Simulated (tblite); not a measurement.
# CH4F2GeO2: the cost of one run

Programs: tblite 0.8.0 and PySCF 2.14.0. All values are calculated, for the isolated system unless a continuum is named. Atoms count from 0, parts from 1.

## Step 1: The system as given

10 atoms, charge 0, multiplicity 1; geometry: distance geometry start.

## Step 2: Relaxing the cluster with GFN2-xTB

What the job is given:

```
{"job": {"kind": "relax", "xc": "GFN2-xTB", "basis": "xTB"}, "charge": 0, "multiplicity": 1}
C      1.252609     0.004344    -0.045248
O      0.314889     0.963233    -0.247606
Ge    -1.363914     0.443033    -0.198353
O      1.074119    -0.567737     1.197014
F      1.059635    -0.926443    -1.045705
F      2.481152     0.662048    -0.135986
H     -1.754271    -0.322507     1.118326
H     -1.755594    -0.425147    -1.435384
H     -2.264110     1.755134    -0.267733
H      0.948100    -1.568651     1.070557
```

With the program's defaults for keys left out, this is: GFN2-xTB geometry optimisation, gas phase.

Command:

```bash
$ OMP_NUM_THREADS=1 python cluster_run.py task.json out
```

One launch serves the whole session: the jobs run in the order shown.

Q: Estimate the wall time of this first job on 1 thread of Arm Neoverse V1, shared host.

About 1.5 s.
